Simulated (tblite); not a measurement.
# CH7GeOPSi: the cost of one run

Programs: tblite 0.8.0 and PySCF 2.14.0. All values are calculated, for the isolated system unless a continuum is named. Atoms count from 0, parts from 1.

## Step 1: Starting point

12 atoms, charge 0, multiplicity 1; geometry: distance geometry start.

## Step 2: Geometry optimisation with GFN2-xTB

What the job is given:

```
{"job": {"kind": "relax", "xc": "GFN2-xTB", "basis": "xTB"}, "charge": 0, "multiplicity": 1}
Ge     0.981484     1.956874    -0.999430
O      1.393851     1.040056    -2.585066
C      1.428953    -0.346460    -2.720614
P      0.399311     2.676760     1.059110
Si    -0.216988     1.130794     2.491002
H      1.814362    -0.584184    -3.654549
H      0.465262    -0.747050    -2.617870
H      2.040530    -0.755087    -1.970479
H      1.174369     3.699648     1.572248
H     -1.360970     1.591844     3.195318
H      0.844555     0.902344     3.415720
H     -0.534371    -0.080249     1.776540
```

With the program's defaults for keys left out, this is: GFN2-xTB geometry optimisation, gas phase.

Command:

```bash
$ OMP_NUM_THREADS=1 python cluster_run.py task.json out
```

The driver reads the jobs from task.json and runs them one after another.

**Question.** How long does this first job take on 1 thread of Arm Neoverse V1, shared host?

About 3 s.
